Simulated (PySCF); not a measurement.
**NbCl₄⁺: singlet, from a tetrahedral start**

Aim: relax NbCl₄⁺ as a singlet from a tetrahedral start, check by its vibrations whether the end is a minimum, and collect its spectrum and constants.

Method: B3LYP, basis Nb def2-SVP with ECP28, Cl def2-SVP, scalar-relativistic core potentials, no spin–orbit coupling, density fitting; program: PySCF 2.14.0.

## (1) The starting structure

5 atoms, charge 1, spin multiplicity 1.

Bond lengths: Nb1–Cl2 2.411 Å, Nb1–Cl3 2.411 Å, Nb1–Cl4 2.411 Å, Nb1–Cl5 2.411 Å. Angles: Cl2–Nb1–Cl3 109.5°, Cl2–Nb1–Cl4 109.5°, Cl2–Nb1–Cl5 109.5°, Cl3–Nb1–Cl4 109.5°, Cl3–Nb1–Cl5 109.5°, Cl4–Nb1–Cl5 109.5°.

Coordinates in bohr (charge 1 multiplicity 1):
```
Nb    0.0000    0.0000    0.0000
Cl    3.7197   -0.0001    2.6302
Cl   -3.7197    0.0000    2.6302
Cl    0.0001    3.7198   -2.6301
Cl   -0.0001   -3.7196   -2.6303
```

## (2) Relaxation: tetrahedral start, singlet

One driver script runs all steps and calls PySCF; scf.py shows how it sets up the SCF of each step. The optimiser is the driver's own. Before each start the driver seeks the lowest SCF state from one or more starting densities and follows internal instabilities, so scf.py alone need not reach the same state.

The program finds Td symmetry in the start, which this walk keeps. The walk stops when the largest gradient is under 0.0003 Eh/bohr and the energy has settled too.

Contents of scf.py:

```python
from pyscf import gto, scf, dft
mol = gto.M(atom='''
Nb     0.000000     0.000000    -0.000000
Cl     1.968387    -0.000075     1.391860
Cl    -1.968387    -0.000000     1.391860
Cl     0.000038     1.968425    -1.391807
Cl    -0.000038    -1.968349    -1.391913''',
    basis={'Nb': 'def2-SVP', 'Cl': 'def2-SVP'},
    ecp={'Nb': 'def2-SVP'},
    charge=1, spin=0)
mf = dft.RKS(mol, xc='B3LYP')
mf.grids.atom_grid = (50, 194)
aux = {'Nb': 'def2-universal-JKFIT', 'Cl': 'def2-universal-JKFIT'}
mf = mf.density_fit(auxbasis=aux)
mf.kernel()
```

The runs that follow: Hessian and properties.

Before running it: what results should come out? Wanted: minimum; geometry; wavenumbers; dipole moment; highest occupied, lowest empty level; polar-tensor charge of Nb1; zero-point energy.

**Answer**, as computed:

| quantity | value |
| --- | --- |
| minimum | singlet, Td |
| geometry | Nb–Cl 2.220 Å (×4); Cl–Nb–Cl 109.5° (×6) |
| wavenumbers (cm⁻¹) | 123 (e), 129 (t2), 425 (a1), 488 (t2) |
| dipole moment (centre of mass) | 0.00 D |
| highest occupied, lowest empty level | -14.89, -9.57 eV |
| polar-tensor charge of Nb1 | +2.16 e |
| zero-point energy | 15.1 kJ/mol |
| entropy at 298.15 K | 356.3 J/(mol K) |

The tetrahedral start keeps its Td symmetry and ends in a minimum. In the infrared the band at 488 cm⁻¹ (t2, stretch) leads. Other starts or spin states, not run here, may lie lower.
